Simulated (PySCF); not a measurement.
# C7H8S: the cost of one run

Computed with PySCF 2.14.0, with density-fitted response routines of our own, on a single molecule in the gas phase. Atoms are numbered from 0 throughout.

### Step 1. The molecule as given

16 atoms, charge 0, multiplicity 1; geometry from: GFN2-xTB.

Bonds of the start (Å): C0–S1 1.82, S1–C2 1.77, C2–C3 1.39, C3–C4 1.38, C4–C5 1.39, C5–C6 1.38, C6–C7 1.38, C7–C2 1.39, C0–H8 1.10, C0–H9 1.09, C0–H10 1.07, C3–H11 1.08, C4–H12 1.08, C5–H13 1.08, C6–H14 1.08, C7–H15 1.08.

### Step 2. Relaxing the molecule at PBE0-D3(BJ)/def2-SVP

What the job is given:

```
{"job": {"xc": "PBE0", "basis": "def2-SVP", "d3": "d3bj", "grid": 2, "kind": "geom"}, "charge": 0, "multiplicity": 1}
C      2.824120     0.441310     0.021660
S      1.662740    -0.889930    -0.397630
C      0.069950    -0.195140    -0.070710
C     -1.022270    -1.030280    -0.294020
C     -2.304000    -0.570440    -0.071730
C     -2.512110     0.725310     0.376030
C     -1.426180     1.552190     0.599550
C     -0.135690     1.100960     0.378560
H      2.645550     1.298840    -0.639850
H      3.813200     0.031570    -0.159330
H      2.731950     0.718490     1.056210
H     -0.848810    -2.037180    -0.642270
H     -3.144510    -1.225370    -0.247270
H     -3.514150     1.087020     0.550120
H     -1.577460     2.562660     0.950970
H      0.692810     1.767670     0.558110
```

**Question.** How long does this first job take on 8 threads of Intel Xeon 6975P-C (Granite Rapids), shared host?

About 48 s.
